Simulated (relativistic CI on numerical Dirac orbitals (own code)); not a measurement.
# Ga³⁺: one ion under different settings

How much do the settings matter for Ga³⁺? One ion, several inputs.

Program: relativistic CI on numerical Dirac orbitals (own code) version 3. Level of theory: Dirac-Coulomb-Breit CI, KLI orbitals optimised for each configuration, model QED (radiative potential, 1s self-energy scaled to tabulated hydrogen-like ionisation energies), numerical settings as typed. These are calculated values, not measurements, unless marked.

### 1 Starting point

```
ion            : Ga³⁺ (Ga IV)
nuclear charge : 31
electrons      : 28
isotope        : A = 69
```

### 2 The usual input

Input settings:

```ini
atom Ga  Z=31  charge=3  electrons=28
nucleus A=69  rms_radius_fm=3.9973
hamiltonian dirac-coulomb  breit=on  qed=on  c_scale=1
orbitals kli  potential=per-configuration
slater_scale 1
correlation none
mixing on
grid step=0.0125 r_max=37.3
scf mixing=0.4 start=green max_iterations=150 tolerance=2e-08 node_fill=0.05
configurations
  [Ar] 3d10
  [Ar] 3d9 4s
  [Ar] 3d9 4p
end
```

On the command line:

```
$ python run_levels.py task.json out
```

task.json lists these runs, among others, and the program works through them in turn.

From the run's result record (rounded, not every field):

```text
{
  "status": "converged",
  "levels [i, E_cm, J2, conf, term, w_term, w_jj]": [
    [0, 0, 0, "3d10", "1S", 1, 1],
    [1, 138999.25, 6, "3d9 4s", "3D", 1, 1],
    [2, 140552.57, 4, "3d9 4s", "3D", 0.9034, 0.7088],
    [3, 142520.75, 2, "3d9 4s", "3D", 1, 1],
    [4, 146327.36, 4, "3d9 4s", "1D", 0.9034, 0.7088],
    [5, 210970.69, 4, "3d9 4p", "3P*", 0.9772, 0.6191],
    [6, 213944.88, 2, "3d9 4p", "3P*", 0.9778, 0.4156],
    [7, 214828.22, 6, "3d9 4p", "3F*", 0.7402, 0.8685],
    [8, 215669.98, 0, "3d9 4p", "3P*", 1, 1],
    [9, 215706.36, 8, "3d9 4p", "3F*", 1, 1],
    [10, 216924.87, 4, "3d9 4p", "3F*", 0.9649, 0.7598],
    [11, 220597.39, 6, "3d9 4p", "1F*", 0.7039, 0.5168],
    [12, 221547.9, 4, "3d9 4p", "1D*", 0.6257, 0.5555],
    [13, 222405.81, 6, "3d9 4p", "3D*", 0.8272, 0.466],
    "... 3 more rows left out ..."
  ],
  "total_energy [Ha]": -1939.1534577,
  "n_levels_all": 17,
  "overlap": 2.66389e-12,
  "scf_iterations": [13, 12, 12],
  "orbital_energies [Ha]": {"1s": -377.047, "2s": -47.915, "2p1/2": -42.5854, "2p3/2": -41.5713, "3s": -7.14796, "3p1/2": -5.41933, "3p3/2": -5.28801, "3d3/2": -2.38114, "3d5/2": -2.36398},
  "configurations [conf, odd, states, E_av_Ha, breit_Ha, qed_Ha]": [
    ["3d10", 0, 1, -1940.575828, 0.8504, 0.5719],
    ["3d9 4s", 0, 20, -1939.931358, 0.8512, 0.5725],
    ["3d9 4p", 1, 60, -1939.579973, 0.8512, 0.5721]
  ],
  "scf_steps of the first configuration [iteration, E_Ha, residual, outer_eigenvalue_Ha]": [
    [1, -1920.723955, 2.45, -6.738],
    [2, -1938.790264, 0.78, -3.571],
    [3, -1940.351898, 0.142, -2.342],
    [4, -1940.486022, 0.186, -2.616],
    [5, -1940.574954, 0.0251, -2.394],
    [6, -1940.575916, 0.00253, -2.368],
    [7, -1940.575706, 0.002, -2.361],
    [8, -1940.575805, 0.000374, -2.364],
    [9, -1940.57583, 3.29e-05, -2.364],
    [10, -1940.575828, 1.27e-06, -2.364],
    [11, -1940.575828, 6.95e-08, -2.364],
    [12, -1940.575828, 2.19e-08, -2.364],
    [13, -1940.575828, 1.11e-10, -2.364]
  ]
}
```

It took 0.19 s on 1 thread, shared host.

### 3 Potential mixing 0.9, Slater scale 0.5, node fill 0.01

Input settings:

```ini
atom Ga  Z=31  charge=3  electrons=28
nucleus A=69  rms_radius_fm=3.9973
hamiltonian dirac-coulomb  breit=on  qed=on  c_scale=1
orbitals kli  potential=per-configuration
slater_scale 0.5
correlation none
mixing on
grid step=0.0125 r_max=37.3
scf mixing=0.9 start=green max_iterations=150 tolerance=2e-08 node_fill=0.01
configurations
  [Ar] 3d10
  [Ar] 3d9 4s
  [Ar] 3d9 4p
end
```

Result record:

```text
{
  "status": "converged",
  "levels [i, E_cm, J2, conf, term, w_term]": [
    [0, 0, 0, "3d10", "1S", 1],
    [1, 139704.41, 6, "3d9 4s", "3D", 1],
    [2, 140814.15, 4, "3d9 4s", "3D", 0.7571],
    [3, 143129.34, 2, "3d9 4s", "3D", 1],
    [4, 144699.02, 4, "3d9 4s", "1D", 0.7571],
    [5, 213900.06, 4, "3d9 4p", "3P*", 0.9343],
    [6, 215607.61, 6, "3d9 4p", "3F*", 0.6267],
    [7, 216691.59, 2, "3d9 4p", "3P*", 0.925],
    "... 9 more rows left out ..."
  ],
  "total_energy [Ha]": -1939.1530234,
  "n_levels_all": 17,
  "overlap": 2.69103e-12,
  "scf_iterations": [11, 11, 11],
  "orbital_energies [Ha]": {"1s": -377.204, "2s": -47.9704, "2p1/2": -42.6482, "2p3/2": -41.633, "3s": -7.16121, "3p1/2": -5.43337, "3p3/2": -5.30183, "3d3/2": -2.39425, "3d5/2": -2.377},
  "configurations [conf, odd, states, E_av_Ha, breit_Ha, qed_Ha]": [
    ["3d10", 0, 1, -1940.576042, 0.851, 0.572],
    ["3d9 4s", 0, 20, -1939.931603, 0.8518, 0.5726],
    ["3d9 4p", 1, 60, -1939.580198, 0.8517, 0.5721]
  ],
  "scf_steps of the first configuration [iteration, E_Ha, residual, outer_eigenvalue_Ha]": [
    [1, -1920.723955, 2.44, -6.738],
    [2, -1913.518848, 2.34, -1.215],
    [3, -1939.809473, 0.638, -3.498],
    [4, -1940.172613, 0.439, -3.08],
    [5, -1940.572187, 0.0271, -2.354],
    [6, -1940.575562, 0.0134, -2.344],
    [7, -1940.576021, 0.00529, -2.386],
    [8, -1940.576043, 0.000128, -2.377],
    [9, -1940.576042, 5.24e-06, -2.377],
    [10, -1940.576042, 2.54e-07, -2.377],
    [11, -1940.576042, 1.28e-08, -2.377]
  ]
}
```

It took 0.19 s on 1 thread, shared host.

### 4 Start potential thomas-fermi, grid step 0.02, Breit term off

Input settings:

```ini
atom Ga  Z=31  charge=3  electrons=28
nucleus A=69  rms_radius_fm=3.9973
hamiltonian dirac-coulomb  breit=off  qed=on  c_scale=1
orbitals kli  potential=per-configuration
slater_scale 1
correlation none
mixing on
grid step=0.02 r_max=37.3
scf mixing=0.4 start=thomas-fermi max_iterations=150 tolerance=2e-08 node_fill=0.05
configurations
  [Ar] 3d10
  [Ar] 3d9 4s
  [Ar] 3d9 4p
end
```

Result record:

```text
{
  "status": "converged",
  "levels [i, E_cm, J2, conf, term, w_term]": [
    [0, 0, 0, "3d10", "1S", 1],
    [1, 138739.67, 6, "3d9 4s", "3D", 1],
    [2, 140356.76, 4, "3d9 4s", "3D", 0.8921],
    [3, 142491.75, 2, "3d9 4s", "3D", 1],
    [4, 146235.86, 4, "3d9 4s", "1D", 0.8921],
    [5, 210709.43, 4, "3d9 4p", "3P*", 0.9756],
    [6, 213835.79, 2, "3d9 4p", "3P*", 0.975],
    [7, 214569.15, 6, "3d9 4p", "3F*", 0.73],
    "... 9 more rows left out ..."
  ],
  "total_energy [Ha]": -1940.0038313,
  "n_levels_all": 17,
  "overlap": 6.74334e-11,
  "scf_iterations": [12, 11, 11],
  "orbital_energies [Ha]": {"1s": -377.047, "2s": -47.915, "2p1/2": -42.5854, "2p3/2": -41.5713, "3s": -7.14796, "3p1/2": -5.41933, "3p3/2": -5.28801, "3d3/2": -2.38114, "3d5/2": -2.36398},
  "configurations [conf, odd, states, E_av_Ha, breit_Ha, qed_Ha]": [
    ["3d10", 0, 1, -1940.575755, 0, 0.5719],
    ["3d9 4s", 0, 20, -1939.931285, 0, 0.5725],
    ["3d9 4p", 1, 60, -1939.5799, 0, 0.5721]
  ],
  "scf_steps of the first configuration [iteration, E_Ha, residual, outer_eigenvalue_Ha]": [
    [1, -1934.651263, 1.12, -1.348],
    [2, -1940.299261, 0.202, -2.499],
    [3, -1940.541634, 0.112, -2.328],
    [4, -1940.566483, 0.0407, -2.317],
    [5, -1940.57553, 0.00282, -2.36],
    [6, -1940.575735, 0.000209, -2.364],
    [7, -1940.57578, 0.000481, -2.365],
    [8, -1940.575754, 1.75e-05, -2.364],
    [9, -1940.575755, 2.91e-06, -2.364],
    [10, -1940.575755, 1.71e-07, -2.364],
    [11, -1940.575755, 2.01e-08, -2.364],
    [12, -1940.575755, 1.69e-10, -2.364]
  ]
}
```

It took 0.14 s on 1 thread, shared host.

### 5 Potential mixing 0.7

Input settings:

```ini
atom Ga  Z=31  charge=3  electrons=28
nucleus A=69  rms_radius_fm=3.9973
hamiltonian dirac-coulomb  breit=on  qed=on  c_scale=1
orbitals kli  potential=per-configuration
slater_scale 1
correlation none
mixing on
grid step=0.0125 r_max=37.3
scf mixing=0.7 start=green max_iterations=150 tolerance=2e-08 node_fill=0.05
configurations
  [Ar] 3d10
  [Ar] 3d9 4s
  [Ar] 3d9 4p
end
```

Result record:

```text
{
  "status": "converged",
  "levels [i, E_cm, J2, conf, term, w_term]": [
    [0, 0, 0, "3d10", "1S", 1],
    [1, 138999.25, 6, "3d9 4s", "3D", 1],
    [2, 140552.57, 4, "3d9 4s", "3D", 0.9034],
    [3, 142520.75, 2, "3d9 4s", "3D", 1],
    [4, 146327.36, 4, "3d9 4s", "1D", 0.9034],
    [5, 210970.69, 4, "3d9 4p", "3P*", 0.9772],
    [6, 213944.88, 2, "3d9 4p", "3P*", 0.9778],
    [7, 214828.22, 6, "3d9 4p", "3F*", 0.7402],
    "... 9 more rows left out ..."
  ],
  "total_energy [Ha]": -1939.1534577,
  "n_levels_all": 17,
  "overlap": 2.66449e-12,
  "scf_iterations": [11, 11, 11],
  "orbital_energies [Ha]": {"1s": -377.047, "2s": -47.915, "2p1/2": -42.5854, "2p3/2": -41.5713, "3s": -7.14796, "3p1/2": -5.41933, "3p3/2": -5.28801, "3d3/2": -2.38114, "3d5/2": -2.36398},
  "configurations [conf, odd, states, E_av_Ha, breit_Ha, qed_Ha]": [
    ["3d10", 0, 1, -1940.575828, 0.8504, 0.5719],
    ["3d9 4s", 0, 20, -1939.931358, 0.8512, 0.5725],
    ["3d9 4p", 1, 60, -1939.579973, 0.8512, 0.5721]
  ],
  "scf_steps of the first configuration [iteration, E_Ha, residual, outer_eigenvalue_Ha]": [
    [1, -1920.723955, 2.45, -6.738],
    [2, -1935.654242, 0.898, -1.849],
    [3, -1940.245011, 0.377, -2.919],
    [4, -1940.564424, 0.0882, -2.497],
    [5, -1940.57525, 0.00761, -2.354],
    [6, -1940.575877, 0.00117, -2.366],
    [7, -1940.575837, 0.000143, -2.364],
    [8, -1940.575829, 5.01e-06, -2.364],
    [9, -1940.575828, 3.03e-06, -2.364],
    [10, -1940.575828, 2.42e-08, -2.364],
    [11, -1940.575828, 4.87e-09, -2.364]
  ]
}
```

Wall time 0.19 s (1 thread, shared host).

### 6 End of the grid 55.95, Slater scale 1.2

Input settings:

```ini
atom Ga  Z=31  charge=3  electrons=28
nucleus A=69  rms_radius_fm=3.9973
hamiltonian dirac-coulomb  breit=on  qed=on  c_scale=1
orbitals kli  potential=per-configuration
slater_scale 1.2
correlation none
mixing on
grid step=0.0125 r_max=55.95
scf mixing=0.4 start=green max_iterations=150 tolerance=2e-08 node_fill=0.05
configurations
  [Ar] 3d10
  [Ar] 3d9 4s
  [Ar] 3d9 4p
end
```

Result record:

```text
{
  "status": "converged",
  "levels [i, E_cm, J2, conf, term, w_term]": [
    [0, 0, 0, "3d10", "1S", 1],
    [1, 138719.31, 6, "3d9 4s", "3D", 1],
    [2, 140372.56, 4, "3d9 4s", "3D", 0.9287],
    [3, 142270.51, 2, "3d9 4s", "3D", 1],
    [4, 147049.42, 4, "3d9 4s", "1D", 0.9287],
    [5, 209766.83, 4, "3d9 4p", "3P*", 0.983],
    [6, 212794.71, 2, "3d9 4p", "3P*", 0.984],
    [7, 214470.35, 6, "3d9 4p", "3F*", 0.7743],
    "... 9 more rows left out ..."
  ],
  "total_energy [Ha]": -1939.1534577,
  "n_levels_all": 17,
  "overlap": 2.66369e-12,
  "scf_iterations": [13, 12, 12],
  "orbital_energies [Ha]": {"1s": -377.047, "2s": -47.915, "2p1/2": -42.5854, "2p3/2": -41.5713, "3s": -7.14796, "3p1/2": -5.41933, "3p3/2": -5.28801, "3d3/2": -2.38114, "3d5/2": -2.36398},
  "configurations [conf, odd, states, E_av_Ha, breit_Ha, qed_Ha]": [
    ["3d10", 0, 1, -1940.575828, 0.8504, 0.5719],
    ["3d9 4s", 0, 20, -1939.931358, 0.8512, 0.5725],
    ["3d9 4p", 1, 60, -1939.579973, 0.8512, 0.5721]
  ],
  "scf_steps of the first configuration [iteration, E_Ha, residual, outer_eigenvalue_Ha]": [
    [1, -1920.723955, 2.45, -6.738],
    [2, -1938.790264, 0.78, -3.571],
    [3, -1940.351898, 0.142, -2.342],
    [4, -1940.486022, 0.186, -2.616],
    [5, -1940.574954, 0.0251, -2.394],
    [6, -1940.575916, 0.00253, -2.368],
    [7, -1940.575706, 0.002, -2.361],
    [8, -1940.575805, 0.000374, -2.364],
    [9, -1940.57583, 3.29e-05, -2.364],
    [10, -1940.575828, 1.27e-06, -2.364],
    [11, -1940.575828, 6.95e-08, -2.364],
    [12, -1940.575828, 2.19e-08, -2.364],
    [13, -1940.575828, 1.11e-10, -2.364]
  ]
}
```

Wall time 0.2 s (1 thread, shared host).

### 7 Potential mixing 1.3

Input settings:

```ini
atom Ga  Z=31  charge=3  electrons=28
nucleus A=69  rms_radius_fm=3.9973
hamiltonian dirac-coulomb  breit=on  qed=on  c_scale=1
orbitals kli  potential=per-configuration
slater_scale 1
correlation none
mixing on
grid step=0.0125 r_max=37.3
scf mixing=1.3 start=green max_iterations=87 tolerance=2e-08 node_fill=0.05
configurations
  [Ar] 3d10
  [Ar] 3d9 4s
  [Ar] 3d9 4p
end
```

Result record:

```text
{
  "status": "converged",
  "levels [i, E_cm, J2, conf, term, w_term]": [
    [0, 0, 0, "3d10", "1S", 1],
    [1, 138999.25, 6, "3d9 4s", "3D", 1],
    [2, 140552.57, 4, "3d9 4s", "3D", 0.9034],
    [3, 142520.75, 2, "3d9 4s", "3D", 1],
    [4, 146327.36, 4, "3d9 4s", "1D", 0.9034],
    [5, 210970.69, 4, "3d9 4p", "3P*", 0.9772],
    [6, 213944.88, 2, "3d9 4p", "3P*", 0.9778],
    [7, 214828.22, 6, "3d9 4p", "3F*", 0.7402],
    "... 9 more rows left out ..."
  ],
  "total_energy [Ha]": -1939.1534577,
  "n_levels_all": 17,
  "overlap": 2.66493e-12,
  "scf_iterations": [15, 14, 15],
  "orbital_energies [Ha]": {"1s": -377.047, "2s": -47.915, "2p1/2": -42.5854, "2p3/2": -41.5713, "3s": -7.14796, "3p1/2": -5.41933, "3p3/2": -5.28801, "3d3/2": -2.38114, "3d5/2": -2.36398},
  "configurations [conf, odd, states, E_av_Ha, breit_Ha, qed_Ha]": [
    ["3d10", 0, 1, -1940.575828, 0.8504, 0.5719],
    ["3d9 4s", 0, 20, -1939.931358, 0.8512, 0.5725],
    ["3d9 4p", 1, 60, -1939.579973, 0.8512, 0.5721]
  ],
  "scf_steps of the first configuration [iteration, E_Ha, residual, outer_eigenvalue_Ha]": [
    [1, -1920.723955, 2.45, -6.738],
    [2, -1853.434751, 5.09, -0.841],
    [3, -1940.071091, 0.551, -3.839],
    [4, -1940.144033, 0.567, -3.462],
    [5, -1940.540344, 0.215, -2.805],
    [6, -1940.538948, 0.219, -2.812],
    [7, -1940.574355, 0.0562, -2.475],
    [8, -1940.575754, 0.00123, -2.362],
    [9, -1940.575826, 0.00039, -2.363],
    [10, -1940.575831, 0.000186, -2.364],
    [11, -1940.575828, 3.78e-06, -2.364],
    [12, -1940.575828, 9.14e-07, -2.364],
    [13, -1940.575828, 3.15e-08, -2.364],
    [14, -1940.575828, 3.23e-08, -2.364],
    [15, -1940.575828, 1.5e-09, -2.364]
  ]
}
```

It took 0.22 s on 1 thread, shared host.

The value lies outside the usual range, yet the result is unchanged in this case.

### 8 Comparison

| setting | total energy less usual (Ha) | largest shift of a level among the lowest eight of both runs, same label and place (cm⁻¹) | SCF iterations | time | lowest level | kind of change |
| --- | --- | --- | --- | --- | --- | --- |
| usual | 0 | 0 | 37 | 0.19 s | 3d10 1S0 | - |
| potential mixing 0.9, Slater scale 0.5, node fill 0.01 | 0.000434 | 2930 | 33 | 0.19 s | 3d10 1S0 | model term |
| start potential thomas-fermi, grid step 0.02, Breit term off | -0.85 | 261 | 34 | 0.14 s | 3d10 1S0 | model term |
| potential mixing 0.7 | 0 | 0 | 33 | 0.19 s | 3d10 1S0 | numerical |
| end of the grid 55.95, Slater scale 1.2 | 0 | 1200 | 37 | 0.2 s | 3d10 1S0 | model term |
| potential mixing 1.3 | 0 | 0 | 44 | 0.22 s | 3d10 1S0 | extreme, harmless here |

### 9 What came out

| quantity | value |
| --- | --- |
| lowest level, usual settings | 3d10 1S0 |
| total energy | -1939.1535 Ha |
| first excitation | 138999 cm⁻¹ |

**Reading.** Among the runs whose levels can be followed, they move most under «potential mixing 0.9, Slater scale 0.5, node fill 0.01» (model term), by up to 2930 cm⁻¹. No visible change in the result comes from «potential mixing 0.7» or «potential mixing 1.3». Only the listed configurations are in the model. Near neutrality, missing correlation can shift configurations against each other by thousands of cm⁻¹.
